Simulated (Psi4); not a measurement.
# A workflow on BSi2NH8 (SMILES BN[SiH2][SiH3])

Wanted: a series of 10 runs (PBE-D4/def2-SVP, PBE0-D4/def2-TZVP, PBE-D4/def2-TZVPP, r2SCAN-D4/def2-TZVPP, B3LYP-D4/def2-TZVPP, PBE0-D4/def2-TZVPP, wB97M-V/def2-TZVPP, CCSD(T)/def2-TZVPP, and more) of BSi2NH8. 

Program for the calculation: Psi4 1.11.

## 1. The molecule

BSi2NH8: 12 atoms, total charge 0, spin state singlet. SMILES: `BN[SiH2][SiH3]`. Geometry: relaxed at GFN2-xTB, rattled. This is one conformer, not always the lowest. The run starts from this shape.

Bond lengths: B1–N2 1.328 Å, N2–Si3 1.723 Å, Si3–Si4 2.335 Å, B1–H5 1.192 Å, B1–H6 1.256 Å, N2–H7 1.080 Å, Si3–H8 1.497 Å, Si3–H9 1.425 Å, Si4–H10 1.456 Å, Si4–H11 1.451 Å, Si4–H12 1.534 Å. Some angles: B1–N2–Si3 130.1°, N2–Si3–Si4 106.6°, B1–N2–H7 112.7°, Si3–N2–H7 117.2°, N2–B1–H5 118.1°, N2–B1–H6 124.3°, N2–Si3–H8 105.8°, N2–Si3–H9 108.7°, Si4–Si3–H8 110.9°, Si4–Si3–H9 114.1°.

## 2. A structure relaxation at PBE-D4/def2-SVP (density fitting) (run 1)

The input, calc.inp:

```
memory 5.5 GB

molecule {
  0 1
  B     -0.520944     2.278803     0.544285
  N     -0.210791     0.988200     0.584031
  Si    -0.681075    -0.298134    -0.461896
  Si     0.991650    -1.921057    -0.316271
  H     -1.230393     2.658062    -0.334750
  H     -0.057411     3.143718     1.328778
  H      0.483560     0.751208     1.376806
  H     -1.974675    -0.815849     0.084138
  H     -0.872751     0.225013    -1.773701
  H      2.236905    -1.633853    -1.014787
  H      1.375451    -2.278097     1.036263
  H      0.479270    -3.220543    -0.951454
  symmetry c1
}

set basis def2-SVP
set scf_type df
set geom_maxiter 60
set max_force_g_convergence 0.0005

optimize("pbe-d4")
```

The run is started by

```sh
psi4 calc.inp calc.out -n 2
```

calc.out:

```text
[...]
  Running in c1 symmetry.
[...]
  Nuclear repulsion =  200.458693684417455
[...]
  Multiplicity = 1
[...]
  Nalpha       = 24
  Nbeta        = 24
[...]
    Number of basis functions: 104
[...]
   @DF-RKS iter   1:  -662.36308483741459   -1.34240e-01   8.12325e-03 DIIS/ADIIS
[...]
   @DF-RKS iter   7:  -662.76684300692330   -6.36646e-12   5.12794e-09 DIIS
[...]
  @DF-RKS Final Energy:  -662.76684300692330
   => Energetics <=
    Nuclear Repulsion Energy =            196.4689863074532639
    One-Electron Energy =               -1305.0096432910916064
    Two-Electron Energy =                 501.0484130128371021
    DFT Exchange-Correlation Energy =     -55.2656021677537908
    Empirical Dispersion Energy =          -0.0089968683681246
    VV10 Nonlocal Energy =                  0.0000000000000000
    Total Energy =                       -662.7668430069232954
[...]
 Multipole Moments:
 ------------------------------------------------------------------------------------
     Multipole            Electronic (a.u.)      Nuclear  (a.u.)        Total (a.u.)
 ------------------------------------------------------------------------------------
 L = 1.  Multiply by 2.5417464519 to convert [e a0] to [Debye]
 Dipole X            :         -0.9277191            0.8769104           -0.0508087
 Dipole Y            :          0.7992513           -1.3505914           -0.5513401
 Dipole Z            :          0.7373502           -0.4382722            0.2990781
 Magnitude           :                                                    0.6292894
[...]
  -Total Gradient:
     Atom            X                  Y                   Z
    ------   -----------------  -----------------  -----------------
       1       -0.000088714816    -0.000071740554    -0.000055970747
       2        0.000156030696     0.000164132581    -0.000427380382
       3       -0.000109307106     0.000055772847     0.000411363048
       4        0.000133354369    -0.000260445982    -0.000189323757
       5        0.000037087184     0.000014105549     0.000112548480
       6       -0.000005710914    -0.000000846303     0.000103735351
       7       -0.000062268316    -0.000130341084     0.000047029893
       8        0.000011401527     0.000029681862     0.000031940772
       9        0.000051616903    -0.000004516056    -0.000087634063
      10       -0.000037915829     0.000067672812     0.000021757255
      11       -0.000033652566     0.000066869713     0.000046797197
      12       -0.000019024683     0.000036051578     0.000027327430
[...]
    Final optimized geometry and variables:
    Molecular point group: c1
    Full point group: C1
    Geometry (in Angstrom), charge = 0, multiplicity = 1:
    B           -0.210642658461     2.611666592524     0.432997300086
    N           -0.362225744786     1.266486034988     0.824881364381
    SI          -0.799628458584    -0.120362660006    -0.204495596601
    SI           1.038084181308    -1.586647277365    -0.378372826534
    H           -0.412952718361     2.916342656683    -0.728968159103
    H            0.118516749948     3.440898989637     1.263030796459
    H           -0.175339234121     1.047702232763     1.810182080262
    H           -1.968434467819    -0.851431607092     0.407056066772
    H           -1.193255279861     0.425160125061    -1.546130154315
    H            2.183388579688    -0.898468171864    -1.071909154928
    H            1.490841565750    -1.990649904966     1.001627844702
[...]
```

The script printed:

```text
Optimizer: Optimization complete!
```

Wall time 55 s (2 threads of AMD EPYC 9R45 (Zen 5), shared host); peak memory 0.98 GiB.

Steps, from the record of the run:

| step | energy from the first frame kept (eV) | largest force (eV/Å) |
| --- | --- | --- |
| 0 | 0.0000 | 4.8643 |
| 1 | -0.4612 | 0.8867 |
| 2 | -0.4945 | 0.2519 |
| 3 | -0.5008 | 0.0655 |
| 4 | -0.5044 | 0.0667 |
| 5 | -0.5087 | 0.0860 |
| 6 | -0.5155 | 0.1310 |
| 7 | -0.5209 | 0.1235 |
| 8 | -0.5243 | 0.0785 |
| 9 | -0.5258 | 0.0418 |
| 10 | -0.5261 | 0.0249 |

After the run. Bond lengths: B1–N2 1.409 Å, N2–Si3 1.782 Å, Si3–Si4 2.357 Å, B1–H5 1.218 Å, B1–H6 1.219 Å, N2–H7 1.026 Å, Si3–H8 1.508 Å, Si3–H9 1.501 Å, Si4–H10 1.505 Å, Si4–H11 1.508 Å, Si4–H12 1.506 Å. Some angles: B1–N2–Si3 127.5°, N2–Si3–Si4 109.6°, B1–N2–H7 116.8°, Si3–N2–H7 115.7°, N2–B1–H5 119.1°, N2–B1–H6 119.3°, N2–Si3–H8 109.5°, N2–Si3–H9 107.3°, Si4–Si3–H8 109.4°, Si4–Si3–H9 111.4°.

## 3. A geometry optimisation at PBE0-D4/def2-TZVP (density fitting) (run 2)

The input, calc.in:

```
memory 5500 mb

molecule {
  B     -0.205640     2.338275     0.344813
  N     -0.357223     0.993094     0.736697
  Si    -0.794626    -0.393755    -0.292680
  Si     1.043087    -1.860039    -0.466557
  H     -0.407950     2.642951    -0.817152
  H      0.123519     3.167507     1.174846
  H     -0.170337     0.774310     1.721998
  H     -1.963432    -1.124824     0.318872
  H     -1.188253     0.151768    -1.634314
  H      2.188391    -1.171860    -1.160093
  H      1.495844    -2.264042     0.913444
  H      0.676692    -3.103245    -1.233995
  symmetry c1
}

set {
  basis                   def2-TZVP
  scf_type                df
  geom_maxiter            50
  max_force_g_convergence 0.0002
}

opt("pbe0-d4")
```

The run is started by

```sh
psi4 calc.in calc.out -n 2
```

calc.out, cut to the lines that bear on the results:

```text
[...]
  Running in c1 symmetry.
[...]
  Nuclear repulsion =  196.468977290296323
[...]
  Multiplicity = 1
[...]
  Nalpha       = 24
  Nbeta        = 24
[...]
    Number of basis functions: 184
[...]
   @DF-RKS iter   1:  -662.84572357203467   -5.55647e-01   4.54068e-03 DIIS/ADIIS
[...]
   @DF-RKS iter   7:  -663.14115288453957   -2.50111e-12   2.51665e-09 DIIS
[...]
  @DF-RKS Final Energy:  -663.14115288453957
   => Energetics <=
    Nuclear Repulsion Energy =            198.4156843953511498
    One-Electron Energy =               -1309.7339762054398307
    Two-Electron Energy =                 490.1478384184295010
    DFT Exchange-Correlation Energy =     -41.9629818779770716
    Empirical Dispersion Energy =          -0.0077176149031436
    VV10 Nonlocal Energy =                  0.0000000000000000
    Total Energy =                       -663.1411528845395651
[...]
 Multipole Moments:
 ------------------------------------------------------------------------------------
     Multipole            Electronic (a.u.)      Nuclear  (a.u.)        Total (a.u.)
 ------------------------------------------------------------------------------------
[...]
  -Total Gradient:
     Atom            X                  Y                   Z
    ------   -----------------  -----------------  -----------------
       1        0.000080971304    -0.000022289042    -0.000021296991
       2       -0.000020711987    -0.000125713386     0.000061788744
       3        0.000021277320     0.000080526713     0.000011093216
       4       -0.000046582527    -0.000041556465    -0.000045226545
       5       -0.000022659997     0.000016598139    -0.000002752868
       6       -0.000009240900     0.000011256569     0.000019035737
       7        0.000001530933     0.000065193510     0.000010877872
       8        0.000001109604     0.000001258686    -0.000015292168
       9       -0.000025436365    -0.000012808324     0.000017348109
      10       -0.000001315541     0.000005461054    -0.000002467577
      11       -0.000000762398     0.000001656952     0.000004481324
      12        0.000050913206    -0.000007322638     0.000011772964
[...]
```

On the terminal:

```text
Optimizer: Optimization complete!
```

It took 57 s on 2 threads of AMD EPYC 9R45 (Zen 5), shared host; peak memory 1.6 GiB.

The path in brief:

| step | energy from the first frame kept (eV) | largest force (eV/Å) |
| --- | --- | --- |
| 0 | 0.0000 | 0.6565 |
| 1 | -0.0442 | 0.1339 |
| 2 | -0.0448 | 0.0435 |
| 3 | -0.0451 | 0.0232 |
| 4 | -0.0452 | 0.0248 |
| 5 | -0.0452 | 0.0073 |

After the run. Bond lengths: B1–N2 1.399 Å, N2–Si3 1.751 Å, Si3–Si4 2.344 Å, B1–H5 1.198 Å, B1–H6 1.198 Å, N2–H7 1.011 Å, Si3–H8 1.490 Å, Si3–H9 1.483 Å, Si4–H10 1.488 Å, Si4–H11 1.490 Å, Si4–H12 1.488 Å. Some angles: B1–N2–Si3 126.8°, N2–Si3–Si4 110.9°, B1–N2–H7 116.6°, Si3–N2–H7 116.5°, N2–B1–H5 119.0°, N2–B1–H6 119.5°, N2–Si3–H8 109.6°, N2–Si3–H9 107.1°, Si4–Si3–H8 108.9°, Si4–Si3–H9 111.1°.

## 4. Vibrational wavenumbers at PBE0-D4/def2-TZVP (density fitting) (run 3)

The input, bh8nsi2.dat:

```
memory 5.5 GB

molecule mol {
  0 1
  B
  N 1 R2
  Si 2 R3 1 A3
  Si 3 R4 2 A4 1 D4
  H 1 R5 2 A5 3 D5
  H 1 R6 5 A6 2 D6
  H 2 R7 1 A7 5 D7
  H 3 R8 2 A8 7 D8
  H 3 R9 8 A9 2 D9
  H 4 R10 3 A10 9 D10
  H 4 R11 10 A11 3 D11
  H 4 R12 10 A12 11 D12

  R2 = 1.398678
  R3 = 1.750982
  A3 = 126.82366
  R4 = 2.344196
  A4 = 110.8982
  D4 = 113.67698
  R5 = 1.1978
  A5 = 118.96278
  D5 = 1.45507
  R6 = 1.197916
  A6 = 121.49099
  D6 = -179.9549
  R7 = 1.011119
  A7 = 116.63511
  D7 = 179.65508
  R8 = 1.490336
  A8 = 109.57716
  D8 = 55.6762
  R9 = 1.483291
  A9 = 109.21865
  D9 = -117.08924
  R10 = 1.487668
  A10 = 110.52171
  D10 = 55.67233
  R11 = 1.489666
  A11 = 108.41523
  D11 = -120.38197
  R12 = 1.488387
  A12 = 108.97092
  D12 = -117.84907
  symmetry c1
}

set {
  basis def2-TZVP
  scf_type df
  rotational_symmetry_number 1
}

E, wfn = frequencies("pbe0-d4", return_wfn=True)
print_variables()
```

The run is started by

```sh
psi4 -i bh8nsi2.dat -o bh8nsi2.out -n 2
```

bh8nsi2.out, cut to the lines that bear on the results:

```text
[...]
  Running in c1 symmetry.
[...]
  Nuclear repulsion =  198.415646349117480
[...]
  Multiplicity = 1
[...]
  Nalpha       = 24
  Nbeta        = 24
[...]
    Number of basis functions: 184
[...]
   @DF-RKS iter   1:  -662.84190114039336   -4.75064e-01   4.59576e-03 ADIIS/DIIS
[...]
   @DF-RKS iter  11:  -663.14115207497082   -5.22959e-12   4.76795e-09 DIIS
[...]
  @DF-RKS Final Energy:  -663.14115207497082
   => Energetics <=
    Nuclear Repulsion Energy =            198.4163558486246473
    One-Electron Energy =               -1309.7354411411160982
    Two-Electron Energy =                 490.1486787383248043
    DFT Exchange-Correlation Energy =     -41.9630279674526179
    Empirical Dispersion Energy =          -0.0077175533513743
    VV10 Nonlocal Energy =                  0.0000000000000000
    Total Energy =                       -663.1411520749707051
[...]
  -Total Gradient:
     Atom            X                  Y                   Z
    ------   -----------------  -----------------  -----------------
       1        0.000087223000    -0.000008029447     0.000005277202
       2       -0.000006684440     0.000021047616     0.000147338173
       3       -0.000000264544     0.000003928173    -0.000075978567
       4       -0.000081579527    -0.000567736835     0.000114031522
       5       -0.000023718967    -0.000003372381    -0.000014660737
       6       -0.000015040894     0.000018533973    -0.000003925064
       7       -0.000010324727     0.000027935503    -0.000059370414
       8        0.000004522184    -0.000011266112    -0.000005889902
       9       -0.000031469883     0.000009378358     0.000017266931
      10       -0.000006275676    -0.000045194487    -0.000002284298
      11        0.000038408060     0.000270257374     0.000193892260
      12        0.000067741312     0.000330239751    -0.000277644282
[...]
  ==> Harmonic Vibrational Analysis <==
[...]
  Freq [cm^-1]                 47.3752             99.8993             135.5774
[...]
  Freq [cm^-1]                 277.0701            329.1177            351.3623
[...]
  Freq [cm^-1]                1012.9780           1171.8249           1275.2617
[...]
  Freq [cm^-1]                1399.2806           2196.1600           2208.7868
[...]
  Freq [cm^-1]                2218.1297           2225.4693           2242.9582
[...]
  Freq [cm^-1]                2565.7447           2647.0929           3588.7703
[...]
```

The script printed:

```text
Warning: used thermodynamics relations inappropriate for low-frequency modes: ['47.3752' '99.8993' '135.5774' '277.0701' '329.1177' '351.3623'
 '417.8627' '517.3482' '593.0752']
```

Run time: 13 min. Hardware: 2 threads of AMD EPYC 9R45 (Zen 5), shared host; peak memory 1.6 GiB.

Runs 4 to 9 aren't shown in full; the table further down has their settings and results.

## 5. A single-point energy at MP2/def2-QZVPP (density fitting, density fitting for correlation) (run 10)

The input, calc.in:

```
memory 5500 mb

molecule {
  0 1
  B     -0.233849     2.320880     0.333600
  N     -0.356208     0.985946     0.732698
  Si    -0.771739    -0.378987    -0.282304
  Si     1.033485    -1.862821    -0.468466
  H     -0.450863     2.606854    -0.809137
  H      0.083313     3.150925     1.136991
  H     -0.159709     0.783267     1.703610
  H     -1.932739    -1.104283     0.306871
  H     -1.156543     0.163148    -1.608263
  H      2.183864    -1.202655    -1.142235
  H      1.469575    -2.299405     0.887382
  H      0.642846    -3.068677    -1.248599
  symmetry c1
}

set basis def2-QZVPP
set reference rhf
set scf_type df
set num_frozen_docc 12

energy('mp2')
```

The run is started by

```sh
psi4 -n 2 calc.in calc.out
```

calc.out:

```text
[...]
  Running in c1 symmetry.
[...]
  Nuclear repulsion =  198.415670053928864
[...]
  Multiplicity = 1
[...]
  Nalpha       = 24
  Nbeta        = 24
[...]
    Number of basis functions: 494
[...]
   @DF-RHF iter   1:  -661.63804835025735   -9.00783e-01   1.05945e-03 DIIS/ADIIS
[...]
   @DF-RHF iter  10:  -661.78286680759209   -3.19346e-10   7.34493e-09 DIIS
[...]
    Orbital Energies [Eh]
    ---------------------
    Doubly Occupied:
       1A    -68.787165     2A    -68.770126     3A    -15.551276
       4A     -7.593070     5A     -6.132927     6A     -6.118974
       7A     -4.239625     8A     -4.239343     9A     -4.239290
      10A     -4.225154    11A     -4.225134    12A     -4.225094
      13A     -1.156464    14A     -0.759709    15A     -0.715010
      16A     -0.693321    17A     -0.595478    18A     -0.540900
      19A     -0.503387    20A     -0.488219    21A     -0.479050
      22A     -0.469747    23A     -0.453486    24A     -0.385067
[...]
  @DF-RHF Final Energy:  -661.78286680759209
   => Energetics <=
    Nuclear Repulsion Energy =            198.4156700539288636
    One-Electron Energy =               -1309.2230381747840511
    Two-Electron Energy =                 449.0245013132631584
    Total Energy =                       -661.7828668075920859
[...]
 Multipole Moments:
 ------------------------------------------------------------------------------------
     Multipole            Electronic (a.u.)      Nuclear  (a.u.)        Total (a.u.)
 ------------------------------------------------------------------------------------
 L = 1.  Multiply by 2.5417464519 to convert [e a0] to [Debye]
 Dipole X            :         -0.8443141            0.8340395           -0.0102747
 Dipole Y            :          1.0680159           -1.3743994           -0.3063836
 Dipole Z            :          0.7752429           -0.4808036            0.2944394
 Magnitude           :                                                    0.4250541
[...]
```

It took 12 s on 2 threads of AMD EPYC 9R45 (Zen 5), shared host; peak memory 2.4 GiB.

## 6. Overview of the runs

| run | level | geom maxiter | max force g convergence | energy (Eh) | dipole moment (D) | HOMO energy (eV) | LUMO energy (eV) | wall time |
| --- | --- | --- | --- | --- | --- | --- | --- | --- |
| 1 | PBE-D4/def2-SVP (density fitting) | 60 | 0.0005 | -662.766843 | 1.60 | -6.69 | -1.08 | 55 s |
| 2 | PBE0-D4/def2-TZVP (density fitting) | 50 | 0.0002 | -663.141153 | 1.32 | -7.85 | -0.36 | 57 s |
| 3 | PBE0-D4/def2-TZVP (density fitting) | – | – | -663.141153 | 1.32 | – | – | 13 min |
| 4 | PBE-D4/def2-TZVPP (density fitting) | – | – | -663.068125 | 1.40 | -6.74 | -1.29 | 22 s |
| 5 | r2SCAN-D4/def2-TZVPP (density fitting) | – | – | -663.383386 | 1.33 | -6.96 | -0.95 | 55 s |
| 6 | B3LYP-D4/def2-TZVPP (density fitting) | – | – | -663.561960 | 1.31 | -7.65 | -0.56 | 20 s |
| 7 | PBE0-D4/def2-TZVPP (density fitting) | – | – | -663.143296 | 1.31 | -7.85 | -0.37 | 23 s |
| 8 | wB97M-V/def2-TZVPP (density fitting) | – | – | -663.390122 | 1.30 | -9.99 | 1.35 | 66 s |
| 9 | CCSD(T)/def2-TZVPP (density fitting, density fitting for correlation) | – | – | -662.413866 | – | -10.48 | 2.77 | 12 min |
| 10 | MP2/def2-QZVPP (density fitting, density fitting for correlation) | – | – | -662.390803 | – | -10.48 | 2.29 | 12 s |

## 7. Results

```
                                                            quantity          value
                                run 10, MP2/def2-QZVPP: total energy  -662.39080 Eh
         run 10, MP2/def2-QZVPP: HOMO energy (Hartree–Fock orbitals)      -10.48 eV
         run 10, MP2/def2-QZVPP: LUMO energy (Hartree–Fock orbitals)        2.29 eV
       run 10, MP2/def2-QZVPP: HOMO–LUMO gap (Hartree–Fock orbitals)       12.77 eV
run 10, MP2/def2-QZVPP: correlation energy (12 core orbitals frozen)     -607.9 mEh
```

Over runs 3, 4, 5, 6, 7, 8 the dipole moment (its size) runs from 1.30 D (wB97M-V/def2-TZVPP) to 1.40 D (PBE-D4/def2-TZVPP). Over runs 4, 5, 6, 7, 8 the HOMO–LUMO gap runs from 5.45 eV (PBE-D4/def2-TZVPP) to 11.34 eV (wB97M-V/def2-TZVPP). Totals of different functionals can't be ranked against each other. All runs together took 30 min, the longest 13 min.
